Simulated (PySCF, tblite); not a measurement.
# C5H10BO2 radical, a radical with neighbours: infrared bands, interaction energy and EPR parameters, part 2 of 2

tblite 0.8.0 and PySCF 2.14.0. Atoms count from 0, parts from 1. The steps go on from the part before.

### 6 g tensor and hyperfine couplings: CAM-B3LYP/pcH-1

Job settings and geometry (Å):

```
{"job": {"kind": "epr", "basis": "pcH-1", "xc": "CAM-B3LYP"}, "charge": 0, "multiplicity": 2, "parts": [{"atoms": "0-14", "charge": 0, "multiplicity": 2}, {"atoms": "15-17", "charge": 0, "multiplicity": 1}]}
B     -0.233839    -1.379045     0.099381
C     -0.324742     0.136221    -0.664031
C      0.430244     0.284008    -1.952394
C      0.344316     0.131951     0.609509
C     -0.292705     0.715823     1.836553
H      0.562955    -2.140319    -0.300321
H     -1.224181    -1.773730     0.590432
H     -1.337562     0.523091    -0.684635
H      0.476527     1.337275    -2.238342
H      1.446498    -0.087622    -1.848104
H     -0.056991    -0.261133    -2.759170
H      1.427046     0.182200     0.597789
H     -0.045234     1.777200     1.916262
H     -1.374940     0.618803     1.795890
H      0.067637     0.219185     2.736106
O     -2.200391    -1.819426    -2.890556
C     -2.929295    -1.538833    -2.055105
O     -3.675088    -1.250862    -1.237676
```

Method: UKS CAM-B3LYP, pcH-1 on B C H O, non-relativistic, mean-field spin-orbit, GIAO.

Output:

```text
UKS, coarse grid
  cycle   1  E = -371.49166847  |g| = 6.60e-01
  cycle   2  E = -371.39450510  |g| = 9.09e-01
  cycle   3  E = -371.65507392  |g| = 3.46e-02
  cycle   4  E = -371.65561190  |g| = 2.03e-02
  cycle   5  E = -371.65581583  |g| = 4.26e-03
  cycle   6  E = -371.65582550  |g| = 3.17e-03
  cycle   7  E = -371.65582862  |g| = 1.03e-03
  cycle   8  E = -371.65582967  |g| = 4.14e-04
UKS, final grid
  cycle   1  E = -371.65581003  |g| = 5.16e-04
  cycle   2  E = -371.65580991  |g| = 8.11e-04
  cycle   3  E = -371.65581014  |g| = 1.07e-04
  cycle   4  E = -371.65581014  |g| = 3.41e-05
  cycle   5  E = -371.65581015  |g| = 1.59e-05
E = -371.65581015 Eh   <S^2> = 0.7523 (exact 0.7500)
g shifts (ppm)      1          2          3
  rmc          -127       -127       -127
  gc            -12         11         28
  oz_so         209        710       1966
  total          70        594       1868
hyperfine (MHz)  atom isotope    a_iso     a_fc   dipolar eigenvalues
    0   11B      -3.18      -3.18    -29.52    -26.28     55.79
    1   13C      26.33      26.33    -26.89    -25.43     52.33
    2   13C      10.34      10.34     -3.03     -2.67      5.70
    3   13C      26.43      26.43    -27.14    -25.71     52.85
    4   13C      10.72      10.72     -2.99     -2.66      5.65
    5    1H     -25.90     -25.90    -14.64     -1.47     16.11
    6    1H     -25.57     -25.57    -14.67     -1.49     16.16
    7    1H      21.40      21.40    -13.33     -1.49     14.82
    8    1H      64.93      64.93     -3.19     -0.91      4.11
    9    1H       6.79       6.79     -3.61     -2.78      6.40
   10    1H       8.07       8.07     -4.10     -2.80      6.91
   11    1H      20.21      20.21    -13.43     -1.53     14.96
   12    1H      65.63      65.63     -3.17     -0.94      4.11
   13    1H       8.97       8.97     -3.65     -2.88      6.53
   14    1H       6.44       6.44     -4.08     -2.80      6.88
   15   17O      -1.12      -1.12     -1.06      0.48      0.58
   16   13C      -0.06      -0.06     -0.45     -0.41      0.86
   17   17O      -0.34      -0.34     -0.53      0.26      0.27

== part 1 alone, relaxed ==
UKS, coarse grid
  cycle   1  E = -183.09808805  |g| = 1.93e-01
  cycle   2  E = -183.11509670  |g| = 1.18e-01
  cycle   3  E = -183.12194979  |g| = 2.57e-02
  cycle   4  E = -183.12234578  |g| = 6.35e-03
  cycle   5  E = -183.12237248  |g| = 2.35e-03
  cycle   6  E = -183.12237712  |g| = 5.76e-04
UKS, final grid
  cycle   1  E = -183.12237361  |g| = 3.72e-04
  cycle   2  E = -183.12237368  |g| = 3.25e-04
  cycle   3  E = -183.12237374  |g| = 6.52e-05
  cycle   4  E = -183.12237374  |g| = 1.63e-05
E = -183.12237374 Eh   <S^2> = 0.7523 (exact 0.7500)
g shifts (ppm)      1          2          3
  rmc          -127       -127       -127
  gc            -12          4         24
  oz_so         234        721       1968
  total          95        598       1865
hyperfine (MHz)  atom isotope    a_iso     a_fc   dipolar eigenvalues
    0   11B      -3.33      -3.33    -29.45    -26.18     55.63
    1   13C      27.62      27.62    -27.27    -25.81     53.08
    2   13C      10.40      10.40     -2.96     -2.60      5.56
    3   13C      27.63      27.63    -27.22    -25.76     52.98
    4   13C      10.61      10.61     -2.98     -2.61      5.59
    5    1H     -26.02     -26.02    -14.62     -1.47     16.10
    6    1H     -26.02     -26.02    -14.62     -1.48     16.10
    7    1H      20.21      20.21    -13.53     -1.46     14.99
    8    1H      64.54      64.54     -3.16     -0.95      4.11
    9    1H       8.52       8.52     -3.63     -2.87      6.49
   10    1H       6.60       6.60     -4.07     -2.80      6.87
   11    1H      20.15      20.15    -13.49     -1.49     14.98
   12    1H      64.52      64.52     -3.17     -0.95      4.12
   13    1H       8.08       8.08     -3.62     -2.85      6.48
   14    1H       6.93       6.93     -4.09     -2.81      6.90
```

Run time: 4.1 min. Hardware: 1 thread of Intel Xeon at 2.70GHz, shared host; peak memory 1.2 GiB.

In short: g(iso) 2.00316.

### 7 Counterpoise and decomposition: BP86/6-31++G**

Settings changed since step 6:

```diff
@@ -1,2 +1,2 @@
-{"job": {"kind": "epr", "basis": "pcH-1", "xc": "CAM-B3LYP"}, "charge": 0, "multiplicity": 2, "parts": [{"atoms": "0-14", "charge": 0, "multiplicity": 2}, {"atoms": "15-17", "charge": 0, "multiplicity": 1}]}
+{"job": {"kind": "inter", "xc": "BP86", "basis": "6-31++G**"}, "charge": 0, "multiplicity": 2, "parts": [{"atoms": "0-14", "charge": 0, "multiplicity": 2}, {"atoms": "15-17", "charge": 0, "multiplicity": 1}]}
 B     -0.233839    -1.379045     0.099381
```

With the program's defaults for keys left out, this is: BP86/6-31++G** interaction energy, counterpoise and uncorrected, gas phase.

Output:

```text
part 1, own basis, geometry of the cluster
coarse grid: 11632 points
cycle   1  E = -183.2005602561  dE =  2.329e-01  |g| = 3.601e-01  |ddm| = 4.080e+00
cycle   2  E = -183.1299588111  dE =  7.060e-02  |g| = 5.086e-01  |ddm| = 4.572e+00
cycle   3  E = -183.2803568745  dE = -1.504e-01  |g| = 4.685e-02  |ddm| = 2.971e+00
cycle   4  E = -183.2814433346  dE = -1.086e-03  |g| = 2.374e-02  |ddm| = 2.654e-01
cycle   5  E = -183.2817424044  dE = -2.991e-04  |g| = 3.581e-03  |ddm| = 7.317e-02
cycle   6  E = -183.2817482722  dE = -5.868e-06  |g| = 1.584e-03  |ddm| = 2.383e-02
final grid: 109760 points
cycle   7  E = -183.2274338371  dE = -5.248e-05  |g| = 6.044e-03  |ddm| = 1.562e-01
cycle   8  E = -183.2274021610  dE =  3.168e-05  |g| = 9.566e-03  |ddm| = 5.177e-02
cycle   9  E = -183.2274522318  dE = -5.007e-05  |g| = 1.337e-03  |ddm| = 3.399e-02
cycle  10  E = -183.2274531815  dE = -9.498e-07  |g| = 2.695e-04  |ddm| = 4.933e-03
cycle  11  E = -183.2274532184  dE = -3.687e-08  |g| = 8.083e-05  |ddm| = 1.170e-03
cycle  12  E = -183.2274532219  dE = -3.539e-09  |g| = 2.011e-05  |ddm| = 2.645e-04
cycle  13  E = -183.2274532222  dE = -2.202e-10  |g| = 7.326e-06  |ddm| = 1.271e-04
converged SCF energy = -183.2274532222

part 2, own basis, geometry of the cluster
coarse grid: 3264 points
cycle   1  E = -188.4860014043  dE =  7.080e-01  |g| = 8.618e-01  |ddm| = 2.260e+00
cycle   2  E = -188.0159587212  dE =  4.700e-01  |g| = 1.812e+00  |ddm| = 1.664e+00
cycle   3  E = -188.6207449237  dE = -6.048e-01  |g| = 5.972e-02  |ddm| = 1.171e+00
cycle   4  E = -188.6215033871  dE = -7.585e-04  |g| = 2.495e-02  |ddm| = 7.133e-02
cycle   5  E = -188.6216472815  dE = -1.439e-04  |g| = 5.135e-03  |ddm| = 2.052e-02
cycle   6  E = -188.6216453787  dE =  1.903e-06  |g| = 5.986e-03  |ddm| = 6.611e-03
cycle   7  E = -188.6216523591  dE = -6.980e-06  |g| = 2.742e-04  |ddm| = 3.707e-03
final grid: 33624 points
cycle   8  E = -188.5896571524  dE =  2.454e-06  |g| = 8.739e-03  |ddm| = 1.221e-02
cycle   9  E = -188.5896065127  dE =  5.064e-05  |g| = 1.889e-02  |ddm| = 1.578e-02
cycle  10  E = -188.5896703588  dE = -6.385e-05  |g| = 5.080e-04  |ddm| = 1.102e-02
cycle  11  E = -188.5896703686  dE = -9.792e-09  |g| = 3.771e-04  |ddm| = 5.141e-04
cycle  12  E = -188.5896703960  dE = -2.744e-08  |g| = 4.164e-05  |ddm| = 2.529e-04
cycle  13  E = -188.5896703964  dE = -3.590e-10  |g| = 2.817e-06  |ddm| = 3.089e-05
converged SCF energy = -188.5896703964

part 1, own basis, relaxed alone
coarse grid: 11632 points
cycle   1  E = -183.2002426528  dE =  2.331e-01  |g| = 3.602e-01  |ddm| = 4.059e+00
cycle   2  E = -183.1296200980  dE =  7.062e-02  |g| = 5.087e-01  |ddm| = 4.529e+00
cycle   3  E = -183.2801026917  dE = -1.505e-01  |g| = 4.681e-02  |ddm| = 2.939e+00
cycle   4  E = -183.2811879261  dE = -1.085e-03  |g| = 2.367e-02  |ddm| = 2.650e-01
cycle   5  E = -183.2814858502  dE = -2.979e-04  |g| = 3.516e-03  |ddm| = 7.262e-02
cycle   6  E = -183.2814919364  dE = -6.086e-06  |g| = 1.275e-03  |ddm| = 2.328e-02
final grid: 109760 points
cycle   7  E = -183.2274643140  dE = -5.572e-05  |g| = 5.844e-03  |ddm| = 1.467e-01
cycle   8  E = -183.2274409245  dE =  2.339e-05  |g| = 8.611e-03  |ddm| = 4.646e-02
cycle   9  E = -183.2274822508  dE = -4.133e-05  |g| = 5.382e-04  |ddm| = 2.993e-02
cycle  10  E = -183.2274823237  dE = -7.285e-08  |g| = 2.046e-04  |ddm| = 2.411e-03
cycle  11  E = -183.2274823444  dE = -2.070e-08  |g| = 5.608e-05  |ddm| = 5.798e-04
cycle  12  E = -183.2274823708  dE = -2.641e-08  |g| = 3.135e-05  |ddm| = 3.065e-04
cycle  13  E = -183.2274823462  dE =  2.460e-08  |g| = 7.801e-06  |ddm| = 1.305e-04
cycle  14  E = -183.2274823462  dE = -3.018e-11  |g| = 3.639e-06  |ddm| = 4.102e-05
converged SCF energy = -183.2274823462

part 2, own basis, relaxed alone
coarse grid: 3264 points
cycle   1  E = -188.4858896832  dE =  7.077e-01  |g| = 8.617e-01  |ddm| = 2.260e+00
cycle   2  E = -188.0157330546  dE =  4.702e-01  |g| = 1.812e+00  |ddm| = 1.662e+00
cycle   3  E = -188.6206352516  dE = -6.049e-01  |g| = 5.969e-02  |ddm| = 1.170e+00
cycle   4  E = -188.6213942519  dE = -7.590e-04  |g| = 2.482e-02  |ddm| = 7.128e-02
cycle   5  E = -188.6215413690  dE = -1.471e-04  |g| = 1.945e-03  |ddm| = 2.008e-02
cycle   6  E = -188.6215419586  dE = -5.896e-07  |g| = 6.431e-04  |ddm| = 1.372e-03
final grid: 33624 points
cycle   7  E = -188.5897323856  dE =  3.983e-06  |g| = 9.159e-03  |ddm| = 1.219e-02
cycle   8  E = -188.5896714883  dE =  6.090e-05  |g| = 2.043e-02  |ddm| = 1.697e-02
cycle   9  E = -188.5897457509  dE = -7.426e-05  |g| = 2.424e-03  |ddm| = 1.229e-02
cycle  10  E = -188.5897468754  dE = -1.125e-06  |g| = 3.470e-04  |ddm| = 1.632e-03
cycle  11  E = -188.5897469007  dE = -2.533e-08  |g| = 2.653e-05  |ddm| = 2.519e-04
cycle  12  E = -188.5897469009  dE = -1.624e-10  |g| = 2.352e-06  |ddm| = 2.446e-05
converged SCF energy = -188.5897469009

cluster
final grid: 143384 points
cycle   1  E = -371.8153281595  dE = -1.493e-03  |g| = 1.393e-02  |ddm| = 1.860e+00
cycle   2  E = -371.8150472112  dE =  2.809e-04  |g| = 2.672e-02  |ddm| = 2.036e-01
cycle   3  E = -371.8154313901  dE = -3.842e-04  |g| = 5.429e-03  |ddm| = 1.189e-01
cycle   4  E = -371.8154415146  dE = -1.012e-05  |g| = 2.959e-03  |ddm| = 1.708e-02
cycle   5  E = -371.8154448235  dE = -3.309e-06  |g| = 4.138e-04  |ddm| = 3.265e-03
cycle   6  E = -371.8154449158  dE = -9.233e-08  |g| = 1.294e-04  |ddm| = 2.047e-03
cycle   7  E = -371.8154449249  dE = -9.102e-09  |g| = 3.700e-05  |ddm| = 6.100e-04
cycle   8  E = -371.8154449256  dE = -6.759e-10  |g| = 1.468e-05  |ddm| = 1.387e-04
converged SCF energy = -371.8154449256

part 1 in the basis of the cluster
final grid: 143384 points
cycle   1  E = -183.2275951054  dE = -1.420e-04  |g| = 2.983e-04  |ddm| = 1.111e+00
cycle   2  E = -183.2275951216  dE = -1.624e-08  |g| = 3.155e-04  |ddm| = 1.212e-02
cycle   3  E = -183.2275951726  dE = -5.097e-08  |g| = 1.115e-04  |ddm| = 2.383e-03
cycle   4  E = -183.2275951778  dE = -5.202e-09  |g| = 5.508e-05  |ddm| = 5.188e-04
cycle   5  E = -183.2275951792  dE = -1.463e-09  |g| = 1.571e-05  |ddm| = 2.138e-04
cycle   6  E = -183.2275951794  dE = -1.458e-10  |g| = 2.777e-06  |ddm| = 8.716e-05
converged SCF energy = -183.2275951794

part 2 in the basis of the cluster
final grid: 143384 points
cycle   1  E = -188.5899674820  dE = -2.950e-04  |g| = 6.744e-04  |ddm| = 9.164e-01
cycle   2  E = -188.5899675811  dE = -9.913e-08  |g| = 3.933e-04  |ddm| = 7.311e-03
cycle   3  E = -188.5899675864  dE = -5.324e-09  |g| = 2.201e-04  |ddm| = 1.562e-03
cycle   4  E = -188.5899675938  dE = -7.360e-09  |g| = 9.509e-05  |ddm| = 2.001e-04
cycle   5  E = -188.5899675948  dE = -9.998e-10  |g| = 5.905e-05  |ddm| = 1.289e-04
cycle   6  E = -188.5899675955  dE = -6.803e-10  |g| = 3.472e-06  |ddm| = 4.001e-05
converged SCF energy = -188.5899675955

Interaction energy (kcal/mol)
  counterpoise        1.329
  uncorrected         1.055
  dispersion part     0.000
  deformation         0.066
  binding             1.395

Decomposition of the uncorrected value (kcal/mol)
  electrostatic      -1.722
  Pauli               3.786
  orbital            -1.010
  dispersion          0.000

Charge of each part in the cluster: 0.001 -0.001
```

Run time: 2.2 min. Hardware: 1 thread of Intel Xeon at 2.70GHz, shared host; peak memory 0.72 GiB.

In short: 1.33 kcal/mol with counterpoise, basis-set superposition error 0.27.

### 8 Counterpoise and decomposition: SCAN-D3(BJ)/6-31G*

Settings changed since step 7:

```diff
@@ -1,2 +1,2 @@
-{"job": {"kind": "inter", "xc": "BP86", "basis": "6-31++G**"}, "charge": 0, "multiplicity": 2, "parts": [{"atoms": "0-14", "charge": 0, "multiplicity": 2}, {"atoms": "15-17", "charge": 0, "multiplicity": 1}]}
+{"job": {"kind": "inter", "xc": "SCAN", "basis": "6-31G*", "disp": "d3bj", "scf": {"aux": "def2-universal-jkfit"}}, "charge": 0, "multiplicity": 2, "parts": [{"atoms": "0-14", "charge": 0, "multiplicity": 2}, {"atoms": "15-17", "charge": 0, "multiplicity": 1}]}
 B     -0.233839    -1.379045     0.099381
```

Method: SCAN-D3(BJ)/6-31G* interaction energy, counterpoise and uncorrected, gas phase.

Output:

```text
part 1, own basis, geometry of the cluster
final grid: 109760 points
cycle   1  E = -183.0573932471  dE =  1.887e-01  |g| = 3.224e-01  |ddm| = 2.289e+00
cycle   2  E = -183.0415465714  dE =  1.585e-02  |g| = 3.723e-01  |ddm| = 7.560e-01
cycle   3  E = -183.1207695521  dE = -7.922e-02  |g| = 3.379e-02  |ddm| = 4.452e-01
cycle   4  E = -183.1213028237  dE = -5.333e-04  |g| = 1.947e-02  |ddm| = 7.135e-02
cycle   5  E = -183.1215146517  dE = -2.118e-04  |g| = 4.179e-03  |ddm| = 2.238e-02
cycle   6  E = -183.1215253718  dE = -1.072e-05  |g| = 1.349e-03  |ddm| = 5.645e-03
cycle   7  E = -183.1215263728  dE = -1.001e-06  |g| = 9.180e-04  |ddm| = 2.578e-03
cycle   8  E = -183.1215269193  dE = -5.464e-07  |g| = 2.917e-04  |ddm| = 1.288e-03
cycle   9  E = -183.1215269610  dE = -4.173e-08  |g| = 2.131e-04  |ddm| = 5.022e-04
cycle  10  E = -183.1215269887  dE = -2.773e-08  |g| = 3.832e-05  |ddm| = 2.606e-04
cycle  11  E = -183.1215269907  dE = -1.926e-09  |g| = 1.898e-05  |ddm| = 8.912e-05
cycle  12  E = -183.1215269912  dE = -5.208e-10  |g| = 8.648e-06  |ddm| = 4.916e-05
converged SCF energy = -183.1215269912

part 2, own basis, geometry of the cluster
final grid: 33624 points
cycle   1  E = -188.3677384268  dE =  6.867e-01  |g| = 8.914e-01  |ddm| = 2.302e+00
cycle   2  E = -188.0239821298  dE =  3.438e-01  |g| = 1.615e+00  |ddm| = 1.335e+00
cycle   3  E = -188.5074872943  dE = -4.835e-01  |g| = 7.404e-02  |ddm| = 9.001e-01
cycle   4  E = -188.5087251212  dE = -1.238e-03  |g| = 1.385e-02  |ddm| = 7.296e-02
cycle   5  E = -188.5087618249  dE = -3.670e-05  |g| = 4.650e-03  |ddm| = 1.101e-02
cycle   6  E = -188.5087569729  dE =  4.852e-06  |g| = 6.717e-03  |ddm| = 6.511e-03
cycle   7  E = -188.5087660293  dE = -9.056e-06  |g| = 2.143e-04  |ddm| = 4.196e-03
cycle   8  E = -188.5087660387  dE = -9.418e-09  |g| = 6.536e-06  |ddm| = 1.344e-04
cycle   9  E = -188.5087660387  dE = -9.265e-12  |g| = 1.986e-06  |ddm| = 5.799e-06
converged SCF energy = -188.5087660387

part 1, own basis, relaxed alone
final grid: 109760 points
cycle   1  E = -183.0573798001  dE =  1.890e-01  |g| = 3.225e-01  |ddm| = 2.289e+00
cycle   2  E = -183.0414980357  dE =  1.588e-02  |g| = 3.725e-01  |ddm| = 7.565e-01
cycle   3  E = -183.1207814613  dE = -7.928e-02  |g| = 3.387e-02  |ddm| = 4.455e-01
cycle   4  E = -183.1213184886  dE = -5.370e-04  |g| = 1.944e-02  |ddm| = 7.126e-02
cycle   5  E = -183.1215299121  dE = -2.114e-04  |g| = 4.198e-03  |ddm| = 2.238e-02
cycle   6  E = -183.1215408308  dE = -1.092e-05  |g| = 1.311e-03  |ddm| = 5.662e-03
cycle   7  E = -183.1215418441  dE = -1.013e-06  |g| = 8.303e-04  |ddm| = 2.524e-03
cycle   8  E = -183.1215423489  dE = -5.048e-07  |g| = 1.752e-04  |ddm| = 1.219e-03
cycle   9  E = -183.1215423785  dE = -2.961e-08  |g| = 7.749e-05  |ddm| = 3.800e-04
cycle  10  E = -183.1215423818  dE = -3.297e-09  |g| = 7.150e-05  |ddm| = 1.582e-04
cycle  11  E = -183.1215423848  dE = -2.955e-09  |g| = 1.437e-05  |ddm| = 7.588e-05
cycle  12  E = -183.1215423852  dE = -4.375e-10  |g| = 8.411e-06  |ddm| = 4.851e-05
converged SCF energy = -183.1215423852

part 2, own basis, relaxed alone
final grid: 33624 points
cycle   1  E = -188.3678605986  dE =  6.863e-01  |g| = 8.913e-01  |ddm| = 2.302e+00
cycle   2  E = -188.0241683414  dE =  3.437e-01  |g| = 1.615e+00  |ddm| = 1.335e+00
cycle   3  E = -188.5075744554  dE = -4.834e-01  |g| = 7.400e-02  |ddm| = 8.999e-01
cycle   4  E = -188.5088126729  dE = -1.238e-03  |g| = 1.374e-02  |ddm| = 7.295e-02
cycle   5  E = -188.5088514224  dE = -3.875e-05  |g| = 2.881e-03  |ddm| = 1.050e-02
cycle   6  E = -188.5088529095  dE = -1.487e-06  |g| = 5.092e-04  |ddm| = 1.471e-03
cycle   7  E = -188.5088528882  dE =  2.133e-08  |g| = 6.055e-04  |ddm| = 6.435e-04
cycle   8  E = -188.5088529619  dE = -7.373e-08  |g| = 4.838e-06  |ddm| = 3.766e-04
cycle   9  E = -188.5088529620  dE = -6.509e-12  |g| = 1.936e-07  |ddm| = 4.420e-06
converged SCF energy = -188.5088529620

cluster
final grid: 143384 points
cycle   1  E = -371.6339199186  dE = -2.726e-03  |g| = 1.189e-02  |ddm| = 2.521e-01
cycle   2  E = -371.6338275624  dE =  9.236e-05  |g| = 1.768e-02  |ddm| = 3.425e-02
cycle   3  E = -371.6339955332  dE = -1.680e-04  |g| = 3.521e-03  |ddm| = 2.048e-02
cycle   4  E = -371.6340009490  dE = -5.416e-06  |g| = 1.236e-03  |ddm| = 3.327e-03
cycle   5  E = -371.6340015184  dE = -5.694e-07  |g| = 4.876e-04  |ddm| = 1.047e-03
cycle   6  E = -371.6340016516  dE = -1.332e-07  |g| = 2.329e-04  |ddm| = 5.839e-04
cycle   7  E = -371.6340017026  dE = -5.101e-08  |g| = 1.367e-04  |ddm| = 4.129e-04
cycle   8  E = -371.6340017251  dE = -2.248e-08  |g| = 7.918e-05  |ddm| = 3.327e-04
cycle   9  E = -371.6340017313  dE = -6.218e-09  |g| = 3.617e-05  |ddm| = 1.941e-04
cycle  10  E = -371.6340017324  dE = -1.099e-09  |g| = 1.210e-05  |ddm| = 7.072e-05
cycle  11  E = -371.6340017326  dE = -1.885e-10  |g| = 6.194e-06  |ddm| = 3.962e-05
converged SCF energy = -371.6340017326

part 1 in the basis of the cluster
final grid: 143384 points
cycle   1  E = -183.1218048869  dE = -2.795e-04  |g| = 1.336e-03  |ddm| = 4.778e-02
cycle   2  E = -183.1218066865  dE = -1.800e-06  |g| = 6.599e-04  |ddm| = 4.088e-03
cycle   3  E = -183.1218067933  dE = -1.068e-07  |g| = 5.274e-04  |ddm| = 1.464e-03
cycle   4  E = -183.1218069469  dE = -1.536e-07  |g| = 9.106e-05  |ddm| = 6.682e-04
cycle   5  E = -183.1218069512  dE = -4.290e-09  |g| = 2.353e-05  |ddm| = 1.020e-04
cycle   6  E = -183.1218069514  dE = -2.652e-10  |g| = 1.245e-05  |ddm| = 4.014e-05
converged SCF energy = -183.1218069514

part 2 in the basis of the cluster
final grid: 143384 points
cycle   1  E = -188.5100598201  dE = -1.293e-03  |g| = 4.798e-03  |ddm| = 2.100e-01
cycle   2  E = -188.5100610182  dE = -1.198e-06  |g| = 5.121e-03  |ddm| = 8.985e-03
cycle   3  E = -188.5100644407  dE = -3.422e-06  |g| = 2.643e-03  |ddm| = 4.263e-03
cycle   4  E = -188.5100656653  dE = -1.225e-06  |g| = 9.472e-04  |ddm| = 2.024e-03
cycle   5  E = -188.5100658138  dE = -1.485e-07  |g| = 3.691e-04  |ddm| = 7.617e-04
cycle   6  E = -188.5100658417  dE = -2.791e-08  |g| = 1.114e-05  |ddm| = 2.329e-04
cycle   7  E = -188.5100658418  dE = -2.655e-11  |g| = 1.731e-06  |ddm| = 8.777e-06
converged SCF energy = -188.5100658418

Interaction energy (kcal/mol)
  counterpoise       -1.944
  uncorrected        -2.936
  dispersion part    -0.608
  deformation         0.064
  binding            -1.880

Decomposition of the uncorrected value (kcal/mol)
  electrostatic      -0.957
  Pauli               0.391
  orbital            -1.762
  dispersion         -0.608

Charge of each part in the cluster: 0.000 -0.000
```

Run time: 2.5 min. Hardware: 1 thread of Intel Xeon at 2.70GHz, shared host; peak memory 0.61 GiB.

Counterpoise interaction energy: -1.94 kcal/mol.

### 9 Side by side

Energies in kcal/mol, with wall time:

```tsv
run	counterpoise	BSSE	electrostatic	Pauli	orbital	dispersion	time
PBE0-D3(BJ)/def2-SVPD	-1.92	0.51	-1.61	1.94	-1.15	-1.61	4.1 min
BP86/6-31++G**	1.33	0.27	-1.72	3.79	-1.01	–	2.2 min
SCAN-D3(BJ)/6-31G*	-1.94	0.99	-0.96	0.39	-1.76	-0.61	2.5 min
```

### 10 Comparing the runs: EPR parameters

g, ⟨S²⟩ and isotropic hyperfine couplings (MHz), with basis size and wall time:

```tsv
run	g(iso)	⟨S²⟩	1H H12	1H H8	13C C3	13C C1	1H H5	functions	time
B3LYP/pcH-1	2.00315	0.752	69.8	69.1	29.4	29.3	-26.5	300	3 min
CAM-B3LYP/pcH-1	2.00316	0.752	65.6	64.9	26.4	26.3	-25.9	300	4.1 min
```

### 11 What came out

What follows sums up all 2 parts.

| quantity | value |
| --- | --- |
| binding energy (GFN2-xTB) | -2.07 kcal/mol |
| strongest single infrared mode (GFN2-xTB) | 2592 cm⁻¹ |
| interaction energy, counterpoise (PBE0-D3(BJ)/def2-SVPD) | -1.92 kcal/mol |
| superposition error | 0.51 kcal/mol |
| binding energy (with deformation) | -1.86 kcal/mol |
| ΔG of binding, 298 K, 1 atm (xTB thermal terms) | +6.5 kcal/mol |
| g(iso) (B3LYP) | 2.00315 |
| ⟨S²⟩ | 0.752 (exact 0.75) |
| largest a(iso) | 1H on H12, 69.8 MHz |
| range of the interaction energy over the runs of this table | -1.94 to 1.33 kcal/mol |

What this shows: In the structure that the search hands on, at its xTB geometry, the leading contact, judged by the atoms' radii, is B0···C16 (inside the van der Waals sum, 3.45 Å). No mode is imaginary at GFN2-xTB; the softest lies at 17 cm⁻¹. The attractive terms split as dispersion 37 %, electrostatic 37 %, orbital 26 %, against 1.94 kcal/mol of Pauli repulsion. The terms sum to the uncorrected energy, so the orbital term holds the superposition error. The superposition error is 27 % of the corrected value, which is itself small. With harmonic xTB thermal terms the free energy of binding in the gas phase is about +6.5 kcal/mol; soft modes make that rough. The geometry is that of tight binding, not a minimum at this level, so the binding values are rough. B0 carries the largest spin population, 0.46 e. The isotropic g lies 0.8 ppt above the free-electron value. The interaction energy runs from -1.94 (SCAN-D3(BJ)/6-31G*) to 1.33 kcal/mol (BP86/6-31++G**). Some runs hold a dispersion term and some don't. The coupling of 1H on H12 runs from 65.6 (CAM-B3LYP/pcH-1) to 69.8 MHz (B3LYP/pcH-1).
